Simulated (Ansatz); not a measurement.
# TiRh: strong compression, part 1 of 2

How does TiRh answer strong compression? The runs shown use PAW. Its runs: volume scaled by 1 (PAW); volume scaled by 0.9 (PAW); volume scaled by 0.8 (PAW); volume scaled by 0.75 (PAW).

Program: Ansatz 0.2.0. Level of theory: DFT, r2SCAN, PAW with Ansatz's default frozen-core files, scalar-relativistic. These are calculated values, not measurements.

### Step 1. The starting structure

The structure is cubic, space group Pm-3m (No. 221). Conventional cell: a = 3.115 Å, b = 3.115 Å, c = 3.115 Å, α = 90.00°, β = 90.00°, γ = 90.00°. Around Ti (site symmetry m-3m) lie 8 Rh at 2.70 Å. Around Rh (site symmetry m-3m) lie 8 Ti at 2.70 Å.

Structure file:

```
Ti Rh
1.0
     3.11520    0.00000    0.00000
     0.00000    3.11520    0.00000
     0.00000    0.00000    3.11520
Ti Rh
1 1
Direct
  0.50000 0.50000 0.50000
  0.00000 0.00000 0.00000
```

Whether this phase is the stable one at these pressures isn't tested.

Atoms are numbered in the order of the input: Ti1, Rh2.

### Step 2. Volume scaled by 1, PAW

The input, input.yaml:

```yaml
crystal:
  lattice:
    - [3.115202, 0.0, 0.0]
    - [0.0, 3.115202, 0.0]
    - [0.0, 0.0, 3.115202]
  atoms:
    - { symbol: Ti, position: [0.5, 0.5, 0.5] }
    - { symbol: Rh, position: [0.0, 0.0, 0.0] }
kpoints:
  mp_grid: { grid: [12, 12, 12] }
  band_path:
    path:
      - [0.0, 0.0, 0.0]
      - [0.0, 0.5, 0.0]
      - [0.5, 0.5, 0.0]
      - [0.0, 0.0, 0.0]
      - [0.5, 0.5, 0.5]
      - [0.0, 0.5, 0.0]
      - [0.5, 0.5, 0.5]
      - [0.5, 0.5, 0.0]
    npoints: 6
scf:
  occupations: { method: fermi_dirac, width: 0.05 }
hamiltonian:
  xc: r2scan
  pseudopotentials: { kind: paw }
output:
  forces: true
  stress: true
  eigenvalues: true
  efg: { contact_densities: true }
  populations: true
```

Started as:

```bash
$ ansatz run input.yaml --threads 1 --pin off --max-ram 2048MiB --backend cpu --events-out ev --progress --plain --runs-dir out
```

Standard output:

```text
Rh: output.efg is read without spin–orbit coupling, which moves field gradients at and beside such atoms by some per cent and up to a factor of two; PAW files take it under magnetization.noncollinear and magnetization.spin_orbit
Engine: ansatz 0.2.0
Pseudopotentials: kind: paw
Pseudopotential: Ti, paw, valence charge 12, recommended cutoff 500 eV (meta_gga)
Pseudopotential: Rh, paw, valence charge 17, recommended cutoff 500 eV (meta_gga)
Functional definition: r2SCAN
  parameter k0 = 0.174
  parameter k1 = 0.065
  parameter a1 = 4.9479
  exchange = r2scan_x(k0 = k0, k1 = k1, a1 = a1)
  correlation = r2scan_c
Crystal: 2 atoms, lattice volume = 30.231 Å³
Basis set: ecut = 500 eV, 751 PW (Γ), exchange–correlation on 96×96×96 points (64 copies of the dense FFT grid, shifted against one another)
Bands: 19, of which v1, the nominal top of the filled ones, is band 15 counted from 1 (14 counted from 0)
Symmetry: 48 space group operations
Space group: Pm-3m (ITA 221), of the structure as read, at distance tolerance 3.1e-5 Å
k-points: 84 of 1728
Non-local potential: Ti, projectors of the file, l = 0: 3, l = 1: 2, l = 2: 3, l = 3: 1
Non-local potential: Rh, projectors of the file, l = 0: 3, l = 1: 2, l = 2: 2, l = 3: 1
PAW form: soft (Blöchl's): semilocal exchange-correlation on the pseudo side does not see the compensation charge
PAW frozen core: Ti, regenerated for the run's functional (the file was generated under x = pbe(κ = 0.804, μ = 0.2195149727645171), c = pbe(β = 0.06672455060314922))
PAW frozen core: Rh, regenerated for the run's functional (the file was generated under x = pbe(κ = 0.804, μ = 0.2195149727645171), c = pbe(β = 0.06672455060314922))
PAW one-centre angular grid: Ti, 590 points (default); XC on 160 Gauss nodes
PAW one-centre angular grid: Rh, 590 points (default); XC on 160 Gauss nodes
Initial density: superposition of atomic densities (neutral atoms: chi_scale 0, normalization atom), corrected by the library's trained network
Initial wavefunctions: pseudopotential atomic-orbital guess
Functional: x = r2scan, c = r2scan; τ floored in thin density (d = 2e-4 eV/Å³)
SCF iter   1: F=—  HF=-8921.218213 eV  |F-HF|=—  |Δ(HF+E_count)|=         —  Δρ=2.84e-2  dr2=4.00e-1  dr2_τ=2.54e-2  ethr=1.77e-3  ⟨swp⟩=4.5  Hψ=6344  notcnv=0
preconditioner: auto → none  [metal: Δε(μ)=0.034 eV  Ē_g=5.060 eV  σ=0.050 eV  W_gap=0.17  n_scr=6 (ndim 8)  ℏωp=24.4 eV  f_vac=0.000  D(μ)=2.29/eV (n_scr^D=26)  sad-step TF]
SCF iter   2: F=—  HF=-8921.207689 eV  |F-HF|=—  |Δ(HF+E_count)|=   1.05e-2  Δρ=2.18e-2  dr2=1.74e-1  dr2_τ=3.17e-2  ethr=1.38e-3  ⟨swp⟩=2.0  Hψ=2580  notcnv=0
SCF iter   3: F=—  HF=-8921.197030 eV  |F-HF|=—  |Δ(HF+E_count)|=   1.07e-2  Δρ=3.45e-3  dr2=3.66e-3  dr2_τ=1.82e-4  ethr=5.99e-4  ⟨swp⟩=2.1  Hψ=2040  notcnv=0
SCF iter   4: F=—  HF=-8921.197784 eV  |F-HF|=—  |Δ(HF+E_count)|=   7.54e-4  Δρ=3.42e-3  dr2=3.56e-3  dr2_τ=3.61e-4  ethr=1.26e-5  ⟨swp⟩=2.0  Hψ=2086  notcnv=0
SCF iter   5: F=—  HF=-8921.197867 eV  |F-HF|=—  |Δ(HF+E_count)|=   8.25e-5  Δρ=4.89e-4  dr2=2.54e-5  dr2_τ=3.20e-6  ethr=1.23e-5  ⟨swp⟩=2.3  Hψ=2160  notcnv=0
SCF iter   6: F=—  HF=-8921.197895 eV  |F-HF|=—  |Δ(HF+E_count)|=   2.86e-5  Δρ=1.04e-4  dr2=4.59e-6  dr2_τ=1.92e-7  ethr=8.75e-8  ⟨swp⟩=2.8  Hψ=2874  notcnv=0
SCF iter   7: F=-8921.197895 eV  HF=-8921.197895 eV  |F-HF|=6.94e-9  |Δ(HF+E_count)|=   2.75e-7  Δρ=1.51e-5  dr2=3.51e-8  dr2_τ=1.63e-9  ethr=3.45e-10  ⟨swp⟩=3.5  Hψ=6129  notcnv=0
SCF 1 converged in 7 iterations: F = -8921.197895 eV  dr2 = 3.51e-8
NSCF: frozen V_eff on 43 k-points
SCF converged after 7 iterations
Free energy (F): -8921.197895 eV
Harris-Foulkes:  -8921.197895 eV  (|F-HF|=6.94e-9)
Internal energy: -8921.176524 eV  (E = F + TS)
E sigma→0 (E₀):  -8921.187209 eV
Entropy (-TS):   -0.021371 eV (-10.685 meV/atom)
Fermi energy:    18.365034 eV
--- Per-component energies (eV) ---
  E_band       = -296.150828
  E_kinetic    = 845.380551
  E_local      = -2490.680826  (includes V_loc(G=0)·N_el)
  E_nonlocal   = 361.463498
  E_hartree    = 929.661451
  E_xc         = -310.370095
  E_vxc        = -448.435587  (∫ρ·V_xc dr)
  E_paw        = -4660.398927  (= ΣΔE_a)
  E_vpaw       = -454.026710  (= ΣTr[D̂ρ^β])
  E_aug_tail   = 0.000757  (compensation charges beyond the density's cutoff)
  E_vtau       = 30.823482  (kinetic-family band-sum trace: ∫τ·v_τ [+ j·A + Jᵃ·Aᵃ] dr)
  E_ewald      = -3595.609516
  E_core_change = -0.623417  (= ΣΔE_core)
  E_smearing   = -0.021371  (= −TS)
  E_closure    = -0.000000  (closes the sum)
  Σ components = -8921.197895   (vs F -8921.197895, Δ=0.00e0)
--- Forces (eV/Å), atoms counted from 1 ---
  atom   1  Ti     0.00000000    -0.00000000    -0.00000000
  atom   2  Rh    -0.00000000     0.00000000    -0.00000000
  max |Σ_I F_I| component: 1.47e-29 eV/Å
--- Stress (GPa, compression-positive) ---
       -4.625127       0.000000       0.000000
        0.000000      -4.625127       0.000000
        0.000000       0.000000      -4.625127
  P = ⅓ Tr σ = -4.6251 GPa (-46.251 kbar)
--- PAW observables at the nuclei: V_zz in 10²¹ V/m², potentials from the cell's mean, atoms counted from 1 ---
  atom   1  Ti V_zz =    -0.000000   η = 0.0000   by run symmetry: forbidden
            electrostatic potential = -2535.294608 V   contact ρ = 56727.608756 e/Å³
  atom   2  Rh V_zz =    -0.000000   η = 0.0000   by run symmetry: forbidden
            electrostatic potential = -7024.231067 V   contact ρ = 789360.708613 e/Å³
--- Band table (eV; the first three rows and the last of 84) ---
  k-point 0: bands = ["-62.8718", "-41.7761", "-29.9313", "-29.9313", "-29.9313", "-16.8456", "-16.8456", "-16.8456", "10.4011", "12.9277", "12.9277", "15.8431", "15.8431", "15.8431", "19.1718", "19.1718", "20.8139", "20.8139", "20.8139"]
  k-point 1: bands = ["-62.8714", "-41.7751", "-29.9370", "-29.9306", "-29.9306", "-16.8599", "-16.8453", "-16.8453", "10.5425", "12.9900", "13.0195", "15.8173", "15.8173", "15.8788", "19.0643", "19.2098", "20.6035", "20.6035", "20.7580"]
  k-point 2: bands = ["-62.8703", "-41.7723", "-29.9527", "-29.9287", "-29.9287", "-16.8988", "-16.8444", "-16.8444", "10.9519", "13.1712", "13.2772", "15.7487", "15.7487", "15.9801", "18.7604", "19.3061", "20.1058", "20.1058", "20.6018"]
  k-point 83: bands = ["-62.8535", "-41.7220", "-30.0045", "-30.0045", "-30.0045", "-17.0128", "-17.0128", "-17.0128", "14.0294", "14.0294", "14.0294", "16.4332", "16.4332", "16.4332", "17.5239", "17.5239", "20.8412", "20.8412", "26.8781"]
--- Löwdin populations: 2 sites ---
  site symbol       q [e]
     0     Ti     11.5685
     1     Rh     17.1780
  spilling = 0.008743 (of n_electrons = 29.000000)
```

Wall time 7.2 s (1 thread of Intel Xeon Platinum 8488C (Sapphire Rapids), shared host); peak memory 0.52 GiB.

In short: pressure -4.63 GPa; no gap.

Levels at the path's labelled points, in eV from the Fermi level:

| point | band 12 | band 13 | band 14 | band 15 | band 16 | band 17 | band 18 |
| --- | --- | --- | --- | --- | --- | --- | --- |
| Γ | -2.52 | -2.52 | -2.52 | 0.81 | 0.81 | 2.45 | 2.45 |
| X | -2.86 | -2.86 | -1.88 | -1.15 | 0.27 | 0.27 | 0.48 |
| M | -3.85 | -0.91 | -0.08 | 0.52 | 0.52 | 1.20 | 2.41 |
| Γ | -2.52 | -2.52 | -2.52 | 0.81 | 0.81 | 2.45 | 2.45 |
| R | -1.93 | -1.93 | -1.93 | -0.84 | -0.84 | 2.48 | 2.48 |
| X | -2.86 | -2.86 | -1.88 | -1.15 | 0.27 | 0.27 | 0.48 |
| R | -1.93 | -1.93 | -1.93 | -0.84 | -0.84 | 2.48 | 2.48 |
| M | -3.85 | -0.91 | -0.08 | 0.52 | 0.52 | 1.20 | 2.41 |

### Step 3. Volume scaled by 0.9, PAW

input.yaml: that of step 2 with these lines changed.

```diff
@@ -2,5 +2,5 @@
   lattice:
-    - [3.115202, 0.0, 0.0]
-    - [0.0, 3.115202, 0.0]
-    - [0.0, 0.0, 3.115202]
+    - [3.0076944619, 0.0, 0.0]
+    - [0.0, 3.0076944619, 0.0]
+    - [0.0, 0.0, 3.0076944619]
   atoms:
```

Started as:

```bash
$ ansatz run input.yaml --threads 1 --pin off --max-ram 2048MiB --backend cpu --events-out ev --progress --plain --runs-dir out
```

Standard output, cut to the lines that bear on the results:

```text
Rh: output.efg is read without spin–orbit coupling, which moves field gradients at and beside such atoms by some per cent and up to a factor of two; PAW files take it under magnetization.noncollinear and magnetization.spin_orbit
[...]
Pseudopotentials: kind: paw
Pseudopotential: Ti, paw, valence charge 12, recommended cutoff 500 eV (meta_gga)
Pseudopotential: Rh, paw, valence charge 17, recommended cutoff 500 eV (meta_gga)
Functional definition: r2SCAN
[...]
Crystal: 2 atoms, lattice volume = 27.208 Å³
Basis set: ecut = 500 eV, 739 PW (Γ), exchange–correlation on 96×96×96 points (64 copies of the dense FFT grid, shifted against one another)
Bands: 19, of which v1, the nominal top of the filled ones, is band 15 counted from 1 (14 counted from 0)
Symmetry: 48 space group operations
Space group: Pm-3m (ITA 221), of the structure as read, at distance tolerance 3.0e-5 Å
k-points: 84 of 1728
[...]
       19.696612       0.000000       0.000000
        0.000000      19.696612       0.000000
        0.000000       0.000000      19.696612
  P = ⅓ Tr σ = 19.6966 GPa (196.966 kbar)
--- PAW observables at the nuclei: V_zz in 10²¹ V/m², potentials from the cell's mean, atoms counted from 1 ---
  atom   1  Ti V_zz =    -0.000000   η = 0.0000   by run symmetry: forbidden
            electrostatic potential = -2538.325695 V   contact ρ = 56729.032790 e/Å³
  atom   2  Rh V_zz =    +0.000000   η = 0.0000   by run symmetry: forbidden
            electrostatic potential = -7026.720942 V   contact ρ = 789370.678932 e/Å³
--- Band table (eV; the first three rows and the last of 84) ---
  k-point 0: bands = ["-60.6962", "-39.1090", "-27.7602", "-27.7602", "-27.7602", "-14.1708", "-14.1708", "-14.1708", "12.3816", "14.5487", "14.5487", "17.9805", "17.9805", "17.9805", "21.7425", "21.7425", "23.6943", "23.6943", "23.6943"]
[...]
--- Löwdin populations: 2 sites ---
  site symbol       q [e]
     0     Ti     11.6320
     1     Rh     17.1331
  spilling = 0.008099 (of n_electrons = 29.000000)
```

Run time: 7 s. Hardware: 1 thread of Intel Xeon Platinum 8488C (Sapphire Rapids), shared host; peak memory 0.51 GiB.

In short: pressure 19.70 GPa; no gap.

### Step 4. Volume scaled by 0.8, PAW

input.yaml: that of step 3 with these lines changed.

```diff
@@ -2,5 +2,5 @@
   lattice:
-    - [3.0076944619, 0.0, 0.0]
-    - [0.0, 3.0076944619, 0.0]
-    - [0.0, 0.0, 3.0076944619]
+    - [2.8918973635, 0.0, 0.0]
+    - [0.0, 2.8918973635, 0.0]
+    - [0.0, 0.0, 2.8918973635]
   atoms:
@@ -32 +32,5 @@
   populations: true
+  write_density: true
+  write_potential: true
+  elf: true
+  volumetric_format: npy
```

Started as:

```bash
$ ansatz run input.yaml --threads 1 --pin off --max-ram 2048MiB --backend cpu --events-out ev --progress --plain --runs-dir out
```

Standard output:

```text
Rh: output.efg is read without spin–orbit coupling, which moves field gradients at and beside such atoms by some per cent and up to a factor of two; PAW files take it under magnetization.noncollinear and magnetization.spin_orbit
Engine: ansatz 0.2.0
Pseudopotentials: kind: paw
Pseudopotential: Ti, paw, valence charge 12, recommended cutoff 500 eV (meta_gga)
Pseudopotential: Rh, paw, valence charge 17, recommended cutoff 500 eV (meta_gga)
Functional definition: r2SCAN
  parameter k0 = 0.174
  parameter k1 = 0.065
  parameter a1 = 4.9479
  exchange = r2scan_x(k0 = k0, k1 = k1, a1 = a1)
  correlation = r2scan_c
Crystal: 2 atoms, lattice volume = 24.185 Å³
Basis set: ecut = 500 eV, 619 PW (Γ), exchange–correlation on 96×96×96 points (64 copies of the dense FFT grid, shifted against one another)
Bands: 19, of which v1, the nominal top of the filled ones, is band 15 counted from 1 (14 counted from 0)
Symmetry: 48 space group operations
Space group: Pm-3m (ITA 221), of the structure as read, at distance tolerance 2.9e-5 Å
k-points: 84 of 1728
Non-local potential: Ti, projectors of the file, l = 0: 3, l = 1: 2, l = 2: 3, l = 3: 1
Non-local potential: Rh, projectors of the file, l = 0: 3, l = 1: 2, l = 2: 2, l = 3: 1
PAW form: soft (Blöchl's): semilocal exchange-correlation on the pseudo side does not see the compensation charge
PAW frozen core: Ti, regenerated for the run's functional (the file was generated under x = pbe(κ = 0.804, μ = 0.2195149727645171), c = pbe(β = 0.06672455060314922))
PAW frozen core: Rh, regenerated for the run's functional (the file was generated under x = pbe(κ = 0.804, μ = 0.2195149727645171), c = pbe(β = 0.06672455060314922))
PAW one-centre angular grid: Ti, 590 points (default); XC on 160 Gauss nodes
PAW one-centre angular grid: Rh, 590 points (default); XC on 160 Gauss nodes
Initial density: superposition of atomic densities (neutral atoms: chi_scale 0, normalization atom), corrected by the library's trained network
Initial wavefunctions: pseudopotential atomic-orbital guess
Functional: x = r2scan, c = r2scan; τ floored in thin density (d = 2e-4 eV/Å³)
SCF iter   1: F=—  HF=-8920.291449 eV  |F-HF|=—  |Δ(HF+E_count)|=         —  Δρ=2.16e-2  dr2=1.39e-1  dr2_τ=4.66e-2  ethr=1.77e-3  ⟨swp⟩=4.9  Hψ=6496  notcnv=0
preconditioner: auto → none  [metal: Δε(μ)=0.015 eV  Ē_g=6.408 eV  σ=0.050 eV  W_gap=0.08  n_scr=6 (ndim 8)  ℏωp=27.2 eV  f_vac=0.000  D(μ)=1.84/eV (n_scr^D=18)  sad-step TF]
SCF iter   2: F=—  HF=-8920.343559 eV  |F-HF|=—  |Δ(HF+E_count)|=   5.21e-2  Δρ=9.73e-3  dr2=1.49e-2  dr2_τ=5.67e-3  ethr=4.80e-4  ⟨swp⟩=2.2  Hψ=2720  notcnv=0
SCF iter   3: F=—  HF=-8920.344760 eV  |F-HF|=—  |Δ(HF+E_count)|=   1.20e-3  Δρ=5.07e-3  dr2=8.68e-3  dr2_τ=4.97e-4  ethr=5.15e-5  ⟨swp⟩=2.0  Hψ=2705  notcnv=0
SCF iter   4: F=—  HF=-8920.344393 eV  |F-HF|=—  |Δ(HF+E_count)|=   3.66e-4  Δρ=2.50e-3  dr2=8.84e-4  dr2_τ=2.19e-4  ethr=2.99e-5  ⟨swp⟩=2.0  Hψ=1903  notcnv=0
SCF iter   5: F=—  HF=-8920.344677 eV  |F-HF|=—  |Δ(HF+E_count)|=   2.84e-4  Δρ=1.17e-3  dr2=1.43e-4  dr2_τ=1.03e-5  ethr=3.05e-6  ⟨swp⟩=1.3  Hψ=1657  notcnv=0
SCF iter   6: F=—  HF=-8920.344765 eV  |F-HF|=—  |Δ(HF+E_count)|=   8.76e-5  Δρ=3.00e-4  dr2=8.22e-6  dr2_τ=7.54e-7  ethr=4.92e-7  ⟨swp⟩=2.1  Hψ=2188  notcnv=0
SCF iter   7: F=—  HF=-8920.344774 eV  |F-HF|=—  |Δ(HF+E_count)|=   9.35e-6  Δρ=4.92e-5  dr2=3.04e-7  dr2_τ=2.52e-8  ethr=2.84e-8  ⟨swp⟩=2.5  Hψ=2594  notcnv=0
SCF iter   8: F=-8920.344774 eV  HF=-8920.344774 eV  |F-HF|=3.11e-9  |Δ(HF+E_count)|=   1.49e-7  Δρ=5.11e-6  dr2=5.42e-9  dr2_τ=2.53e-10  ethr=3.45e-10  ⟨swp⟩=8.7  Hψ=10268  notcnv=0
SCF 1 converged in 8 iterations: F = -8920.344774 eV  dr2 = 5.42e-9
NSCF: frozen V_eff on 43 k-points
SCF converged after 8 iterations
Free energy (F): -8920.344774 eV
Harris-Foulkes:  -8920.344774 eV  (|F-HF|=3.11e-9)
Internal energy: -8920.327574 eV  (E = F + TS)
E sigma→0 (E₀):  -8920.336174 eV
Entropy (-TS):   -0.017200 eV (-8.600 meV/atom)
Fermi energy:    23.957394 eV
--- Per-component energies (eV) ---
  E_band       = -150.288003
  E_kinetic    = 862.237581
  E_local      = -2094.167394  (includes V_loc(G=0)·N_el)
  E_nonlocal   = 363.520683
  E_hartree    = 800.453049
  E_xc         = -315.612988
  E_vxc        = -456.107705  (∫ρ·V_xc dr)
  E_paw        = -4662.882835  (= ΣΔE_a)
  E_vpaw       = -457.826365  (= ΣTr[D̂ρ^β])
  E_aug_tail   = 0.000683  (compensation charges beyond the density's cutoff)
  E_vtau       = 31.146445  (kinetic-family band-sum trace: ∫τ·v_τ [+ j·A + Jᵃ·Aᵃ] dr)
  E_ewald      = -3873.252937
  E_core_change = -0.623417  (= ΣΔE_core)
  E_smearing   = -0.017200  (= −TS)
  E_closure    = -0.000000  (closes the sum)
  Σ components = -8920.344774   (vs F -8920.344774, Δ=0.00e0)
--- Forces (eV/Å), atoms counted from 1 ---
  atom   1  Ti     0.00000000    -0.00000000     0.00000000
  atom   2  Rh    -0.00000000     0.00000000     0.00000000
  max |Σ_I F_I| component: 1.17e-29 eV/Å
--- Stress (GPa, compression-positive) ---
       61.699261      -0.000000       0.000000
       -0.000000      61.699261       0.000000
        0.000000       0.000000      61.699261
  P = ⅓ Tr σ = 61.6993 GPa (616.993 kbar)
--- PAW observables at the nuclei: V_zz in 10²¹ V/m², potentials from the cell's mean, atoms counted from 1 ---
  atom   1  Ti V_zz =    -0.000000   η = 0.0000   by run symmetry: forbidden
            electrostatic potential = -2542.075597 V   contact ρ = 56730.637562 e/Å³
  atom   2  Rh V_zz =    -0.000000   η = 0.0000   by run symmetry: forbidden
            electrostatic potential = -7029.850898 V   contact ρ = 789382.379953 e/Å³
--- Band table (eV; the first three rows and the last of 84) ---
  k-point 0: bands = ["-58.0051", "-35.8443", "-25.0746", "-25.0746", "-25.0746", "-10.8828", "-10.8828", "-10.8828", "14.9507", "16.5229", "16.5229", "20.6211", "20.6211", "20.6211", "24.9079", "24.9079", "27.2619", "27.2619", "27.2619"]
  k-point 1: bands = ["-58.0039", "-35.8423", "-25.0869", "-25.0727", "-25.0727", "-10.9160", "-10.8831", "-10.8831", "15.1272", "16.6023", "16.6644", "20.5889", "20.5889", "20.6692", "24.7400", "24.9683", "26.9538", "26.9538", "27.1764"]
  k-point 2: bands = ["-58.0003", "-35.8369", "-25.1204", "-25.0675", "-25.0675", "-11.0063", "-10.8839", "-10.8839", "15.6282", "16.8340", "17.0711", "20.5054", "20.5054", "20.8068", "24.2720", "25.1295", "26.2407", "26.2407", "26.9380"]
  k-point 83: bands = ["-57.9505", "-35.7023", "-25.2419", "-25.2419", "-25.2419", "-11.2731", "-11.2731", "-11.2731", "18.4965", "18.4965", "18.4965", "21.4064", "21.4064", "21.4064", "22.9469", "22.9469", "27.1969", "27.1969", "34.8142"]
--- Löwdin populations: 2 sites ---
  site symbol       q [e]
     0     Ti     11.7159
     1     Rh     17.0776
  spilling = 0.007121 (of n_electrons = 29.000000)
```

It took 7 s on 1 thread of Intel Xeon Platinum 8488C (Sapphire Rapids), shared host; peak memory 0.51 GiB.

In short: pressure 61.70 GPa; no gap.

Density in a lattice plane of the grid's cell (edges 2.89 and 2.89 Å, at 0.000 of the third edge), which holds Rh.

Values in e/Å³, 12 rows by 12 columns:
```
12.44 10.40  6.18  2.46  0.72  0.41  0.35  0.41  0.72  2.46  6.18 10.40
 7.35  6.18  3.67  1.49  0.57  0.37  0.32  0.37  0.57  1.49  3.67  6.18
 2.96  2.46  1.49  0.75  0.42  0.32  0.30  0.32  0.42  0.75  1.49  2.46
 0.80  0.72  0.57  0.42  0.33  0.28  0.27  0.28  0.33  0.42  0.57  0.72
 0.43  0.41  0.37  0.32  0.28  0.26  0.25  0.26  0.28  0.32  0.37  0.41
 0.36  0.35  0.32  0.30  0.27  0.25  0.24  0.25  0.27  0.30  0.32  0.35
 0.43  0.41  0.37  0.32  0.28  0.26  0.25  0.26  0.28  0.32  0.37  0.41
 0.80  0.72  0.57  0.42  0.33  0.28  0.27  0.28  0.33  0.42  0.57  0.72
 2.96  2.46  1.49  0.75  0.42  0.32  0.30  0.32  0.42  0.75  1.49  2.46
 7.35  6.18  3.67  1.49  0.57  0.37  0.32  0.37  0.57  1.49  3.67  6.18
12.44 10.40  6.18  2.46  0.72  0.41  0.35  0.41  0.72  2.46  6.18 10.40
15.05 12.44  7.35  2.96  0.80  0.43  0.36  0.43  0.80  2.96  7.35 12.44
```
Columns run along the first of these edges and rows up along the second, over one cell in 12 and 12 even steps from the bottom left corner. Atoms in the plane (fractional): Rh at (0.00, 0.00).

ELF in the same plane.

Values, 12 rows by 12 columns:
```
0.77 0.75 0.68 0.47 0.25 0.28 0.36 0.28 0.25 0.47 0.68 0.75
0.70 0.68 0.58 0.39 0.26 0.33 0.40 0.33 0.26 0.39 0.58 0.68
0.50 0.47 0.39 0.30 0.30 0.37 0.41 0.37 0.30 0.30 0.39 0.47
0.25 0.25 0.26 0.30 0.36 0.37 0.38 0.37 0.36 0.30 0.26 0.25
0.26 0.28 0.33 0.37 0.37 0.33 0.31 0.33 0.37 0.37 0.33 0.28
0.34 0.36 0.40 0.41 0.38 0.31 0.27 0.31 0.38 0.41 0.40 0.36
0.26 0.28 0.33 0.37 0.37 0.33 0.31 0.33 0.37 0.37 0.33 0.28
0.25 0.25 0.26 0.30 0.36 0.37 0.38 0.37 0.36 0.30 0.26 0.25
0.50 0.47 0.39 0.30 0.30 0.37 0.41 0.37 0.30 0.30 0.39 0.47
0.70 0.68 0.58 0.39 0.26 0.33 0.40 0.33 0.26 0.39 0.58 0.68
0.77 0.75 0.68 0.47 0.25 0.28 0.36 0.28 0.25 0.47 0.68 0.75
0.77 0.77 0.70 0.50 0.25 0.26 0.34 0.26 0.25 0.50 0.70 0.77
```
Columns run along the first of these edges and rows up along the second, over one cell in 12 and 12 even steps from the bottom left corner. Atoms in the plane (fractional): Rh at (0.00, 0.00).

Both are smooth fields of the valence electrons: close to the nuclei they are not physical.

(Continued in part 2 of 2.)
